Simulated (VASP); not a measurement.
# TlBaBr3 in VASP: one cell, several levels of theory

Aim: gap, levels, forces and stress of TlBaBr3 built on the cubic perovskite prototype at fixed geometry. Runs: PBE, r2SCAN. The results are then set beside those of Ansatz 0.2.0 for the same cell. This is a trial cell built on a prototype, not taken from a measured structure, and it needn't be the compound's ground state.

Program: VASP 6.6.1. PAW datasets, plane waves. The calculation is spin-unpolarised, and the structure need not be a phase that has been made.

## (1) The structure to begin with

The cell comes from an earlier relaxation with r2SCAN in another program.

Space group Pm-3m (No. 221), cubic; a = 6.229 Å in the conventional setting, 48.35 Å³ an atom. Around Tl lie 12 Br at 4.40 Å; around Ba lie 6 Br at 3.11 Å; around Br lie 2 Ba at 3.11 Å and 4 Tl at 4.40 Å.

As a file:

```xyz
5
Lattice="6.2294 0.0000 0.0000 0.0000 6.2294 0.0000 0.0000 0.0000 6.2294" Properties=species:S:1:pos:R:3 pbc="T T T"
Tl    0.0000    0.0000    0.0000
Ba    3.1147    3.1147    3.1147
Br    3.1147    3.1147    0.0000
Br    3.1147    0.0000    3.1147
Br    0.0000    3.1147    3.1147
```

## (2) PBE

Contents of INCAR:

```
ENCUT = 520.000000
SIGMA = 0.020000
EDIFF = 1.00e-07
GGA = PE
PREC = Accurate
IBRION = -1
ISIF = 2
ISMEAR = -1
NBANDS = 30
NELM = 120
NSW = 0
LASPH = .TRUE.
LCHARG = .FALSE.
LWAVE = .FALSE.
LREAL = .FALSE.
```

Contents of KPOINTS:

```
KPOINTS created by Atomic Simulation Environment
0
Gamma
4 4 4
0 0 0
```

Contents of KPOINTS_OPT:

```
special points
5
Reciprocal
0.0000000000 0.0000000000 0.0000000000 1
0.0000000000 0.5000000000 0.0000000000 1
0.5000000000 0.5000000000 0.0000000000 1
0.5000000000 0.5000000000 0.5000000000 1
0.0000000000 0.0000000000 0.5000000000 1
```

Contents of POSCAR:

```
Tl Ba Br
 1.0000000000000000
     6.2293863488553747    0.0000000000000000   -0.0000000000000000
    -0.0000000000000000    6.2293863488553747   -0.0000000000000000
    -0.0000000000000000   -0.0000000000000000    6.2293863488553747
 Tl  Ba  Br
   1   1   3
Cartesian
  0.0000000000000000  0.0000000000000000  0.0000000000000000
  3.1146931744276873  3.1146931744276873  3.1146931744276873
  3.1146931744276873  3.1146931744276873 -0.0000000000000000
  3.1146931744276873  0.0000000000000000  3.1146931744276873
 -0.0000000000000000  3.1146931744276873  3.1146931744276873
```

Potentials: the recommended PBE PAW datasets, 44 valence electrons in the neutral cell.

Run with:

```
$ mpirun -np 1 vasp_std
```

Standard output, without the iteration lines:

```text
POSCAR found type information on POSCAR TlBaBr
 POSCAR found :  3 types and       5 ions
 LDA part: xc-table for (Slater+PW92), standard interpolation
 POSCAR, INCAR and KPOINTS ok, starting setup
 FFT: planning ... GRIDC
 FFT: planning ... GRID_SOFT
 FFT: planning ... GRID
 WAVECAR not read
 entering main loop
 Start KPOINTS_OPT (optional k-point list driver)
k-point batch [1-5\5]
```

OSZICAR:

```text
N       E                     dE             d eps       ncg     rms          rms(c)
DAV:   1     0.307349557477E+03    0.30735E+03   -0.18369E+04   600   0.120E+03
DAV:   2     0.838935017469E+01   -0.29896E+03   -0.29159E+03   858   0.242E+02
DAV:   3    -0.174238219121E+02   -0.25813E+02   -0.25698E+02   744   0.716E+01
DAV:   4    -0.180643220299E+02   -0.64050E+00   -0.63955E+00   878   0.101E+01
DAV:   5    -0.180701496493E+02   -0.58276E-02   -0.58244E-02   772   0.904E-01    0.503E+00
DAV:   6    -0.170414314695E+02    0.10287E+01   -0.12122E+00   680   0.393E+00    0.324E+00
DAV:   7    -0.166043130835E+02    0.43712E+00   -0.11959E+00   710   0.339E+00    0.127E+00
DAV:   8    -0.165498666246E+02    0.54446E-01   -0.17550E-01   718   0.185E+00    0.363E-01
DAV:   9    -0.165457714629E+02    0.40952E-02   -0.35204E-02   746   0.806E-01    0.246E-01
DAV:  10    -0.165471033755E+02   -0.13319E-02   -0.33596E-03   728   0.259E-01    0.880E-02
DAV:  11    -0.165473378000E+02   -0.23442E-03   -0.11270E-03   672   0.163E-01    0.175E-02
DAV:  12    -0.165473701184E+02   -0.32318E-04   -0.86058E-05   748   0.347E-02    0.126E-02
DAV:  13    -0.165473812630E+02   -0.11145E-04   -0.92223E-06   720   0.144E-02    0.342E-03
DAV:  14    -0.165473837009E+02   -0.24380E-05   -0.29099E-06   702   0.819E-03    0.110E-03
DAV:  15    -0.165473837682E+02   -0.67307E-07   -0.10702E-07   612   0.139E-03
   1 F= -.16547384E+02 E0= -.16547384E+02  d E =-.217684E-11
       N       E                     dE             ncg
DAV:   1     0.263363144264E+03   -0.37630E+04      300
DAV:   2    -0.113181254708E+04   -0.13952E+04      398
DAV:   3    -0.126193849892E+04   -0.13013E+03      386
DAV:   4    -0.126482752051E+04   -0.28890E+01      424
DAV:   5    -0.126488617146E+04   -0.58651E-01      398
DAV:   6    -0.126488704922E+04   -0.87777E-03      416
DAV:   7    -0.126488705988E+04   -0.10655E-04      406
DAV:   8    -0.126488705998E+04   -0.99154E-07      336
```

The lines after F= are the extra pass for the points of KPOINTS_OPT, at fixed density; their E is not a total energy.

From OUTCAR:

```text
k-points           NKPTS =     10   k-points in BZ     NKDIM =     10   number of bands    NBANDS=     30

   NELECT =      44.0000    total number of electrons

   dimension x,y,z NGX =    48 NGY =   48 NGZ =   48
   dimension x,y,z NGXF=    96 NGYF=   96 NGZF=   96

  energy-cutoff  :      520.00
  volume of cell :      241.73
      direct lattice vectors                 reciprocal lattice vectors
     6.229386349  0.000000000  0.000000000     0.160529456  0.000000000  0.000000000
     0.000000000  6.229386349  0.000000000     0.000000000  0.160529456  0.000000000
     0.000000000  0.000000000  6.229386349     0.000000000  0.000000000  0.160529456

 k-points in reciprocal lattice and weights: KPOINTS created by Atomic Simulation Env
   0.00000000  0.00000000  0.00000000       0.016
   0.25000000  0.00000000  0.00000000       0.094
   0.50000000  0.00000000  0.00000000       0.047
   0.25000000  0.25000000  0.00000000       0.188
   0.50000000  0.25000000  0.00000000       0.188
   0.50000000  0.50000000  0.00000000       0.047
   0.25000000  0.25000000  0.25000000       0.125
   0.50000000  0.25000000  0.25000000       0.188
   0.50000000  0.50000000  0.25000000       0.094
   0.50000000  0.50000000  0.50000000       0.016

 E-fermi :  -0.8528

 k-point     1 :       0.0000    0.0000    0.0000
  band No.  band energies     occupation
      1     -26.6294      2.00000
      2     -13.8513      2.00000
      3     -13.7777      2.00000
      4     -13.7777      2.00000
      5     -12.0563      2.00000
      6     -12.0563      2.00000
      7     -12.0557      2.00000
      8     -12.0557      2.00000
      9     -12.0557      2.00000
     10     -12.0077      2.00000
     11     -12.0077      2.00000
     12     -12.0077      2.00000
     13      -5.7583      2.00000
     14      -2.1296      2.00000
     15      -2.1296      2.00000
     16      -2.1296      2.00000
     17      -1.7127      2.00000
     18      -1.7127      2.00000
     19      -1.7127      2.00000
     20      -1.4917      2.00000
     21      -1.4917      2.00000
     22      -1.4917      2.00000
     23       2.6608      0.00000
     24       2.6608      0.00000
     25       2.6608      0.00000
     26       3.7389      0.00000
     27       3.7389      0.00000
     28       3.7389      0.00000
     29       4.1962      0.00000
     30       5.0748      0.00000

 k-point     2 :       0.2500    0.0000    0.0000
  band No.  band energies     occupation
      1     -26.6288      2.00000
      2     -13.9758      2.00000
      3     -13.8226      2.00000
      4     -13.7771      2.00000
      5     -12.0569      2.00000
      6     -12.0569      2.00000
      7     -12.0567      2.00000
      8     -12.0562      2.00000
      9     -12.0557      2.00000
     10     -12.0054      2.00000
     11     -12.0054      2.00000
     12     -11.7107      2.00000
     13      -5.7738      2.00000
     14      -2.3418      2.00000
     15      -2.0872      2.00000
     16      -2.0872      2.00000
     17      -1.8252      2.00000
     18      -1.7905      2.00000
     19      -1.7905      2.00000
     20      -1.7448      2.00000
     21      -1.5156      2.00000
     22      -1.5156      2.00000
     23       2.0427      0.00000
     24       2.5173      0.00000
     25       2.5173      0.00000
     26       3.7816      0.00000
     27       4.2541      0.00000
     28       4.2541      0.00000
     29       4.9499      0.00000
     30       5.2040      0.00000

 k-point     3 :       0.5000    0.0000    0.0000
  band No.  band energies     occupation
      1     -26.6282      2.00000
      2     -14.1094      2.00000
      3     -13.8251      2.00000
      4     -13.7765      2.00000
      5     -12.0579      2.00000
      6     -12.0579      2.00000
      7     -12.0570      2.00000
      8     -12.0559      2.00000
      9     -12.0557      2.00000
     10     -12.0032      2.00000
     11     -12.0032      2.00000
     12     -11.4379      2.00000
     13      -5.7891      2.00000
     14      -2.7949      2.00000
     15      -1.9880      2.00000
     16      -1.9880      2.00000
     17      -1.9354      2.00000
     18      -1.9354      2.00000
     19      -1.8283      2.00000
     20      -1.7761      2.00000
     21      -1.5241      2.00000
     22      -1.5241      2.00000
     23       1.6282      0.00000
     24       2.3984      0.00000
     25       2.3984      0.00000
     26       3.8270      0.00000
     27       4.9224      0.00000
     28       4.9224      0.00000
     29       5.2774      0.00000
     30       5.5532      0.00000

 k-point     4 :       0.2500    0.2500    0.0000
  band No.  band energies     occupation
      1     -26.6282      2.00000
      2     -13.9848      2.00000
      3     -13.9609      2.00000
      4     -13.7984      2.00000
      5     -12.0568      2.00000
      6     -12.0567      2.00000
      7     -12.0562      2.00000
      8     -12.0559      2.00000
      9     -12.0557      2.00000
     10     -12.0041      2.00000
     11     -11.7121      2.00000
     12     -11.7071      2.00000
     13      -5.7804      2.00000
     14      -2.3807      2.00000
     15      -2.2724      2.00000
     16      -2.0978      2.00000
     17      -2.0507      2.00000
     18      -1.8667      2.00000
     19      -1.8312      2.00000
     20      -1.7788      2.00000
     21      -1.5773      2.00000
     22      -1.5664      2.00000
     23       1.9699      0.00000
     24       2.3665      0.00000
     25       2.3904      0.00000
     26       4.2350      0.00000
     27       4.2696      0.00000
     28       4.6031      0.00000
     29       5.2660      0.00000
     30       5.8032      0.00000

[... the tables of k-points 5 to 10 left out ...]

  Total        0.8733693      0.8733693      0.8733693     -0.0000000      0.0000000     -0.0000000
  in kB        5.7885885      5.7885885      5.7885885     -0.0000000      0.0000000     -0.0000000
  external PRESSURE =       5.7885885 kB  Pullay stress =       0.0000000 kB

 POSITION                                       TOTAL-FORCE (eV/Angst)
 -----------------------------------------------------------------------------------
      0.00000      0.00000      0.00000         0.000000      0.000000      0.000000
      3.11469      3.11469      3.11469         0.000000      0.000000      0.000000
      3.11469      3.11469      0.00000         0.000000      0.000000      0.000000
      3.11469      0.00000      3.11469         0.000000      0.000000      0.000000
      0.00000      3.11469      3.11469         0.000000      0.000000      0.000000
 -----------------------------------------------------------------------------------
    total drift:                                0.000000     -0.000000     -0.000000

  FREE ENERGIE OF THE ION-ELECTRON SYSTEM (eV)
  ---------------------------------------------------
  free  energy   TOTEN  =       -16.5473837682 eV

  energy  without entropy=      -16.5473837682  energy(sigma->0) =      -16.54738377
```

Hardware: 1 MPI rank of Intel Xeon Platinum 8488C, shared host.

The levels at the points of KPOINTS_OPT are read from vasprun.xml.

Levels at the named points, in eV from the top of band v (v: the last filled band by count, c: the next):

```
point    v−1      v     c   c+1
    Γ  -0.14  -0.14  4.02  4.02
    X  -0.17  -0.17  2.98  3.75
    M  -0.31   0.00  3.51  3.51
    R   0.00   0.00  3.91  3.91
```

The PBE gap is 2.98 eV and indirect (R to X), with 3.15 eV as the least direct one. The pressure is 0.58 GPa; the forces vanish within 0.01 eV/Å.

(Part 1 of 2 ends here.)
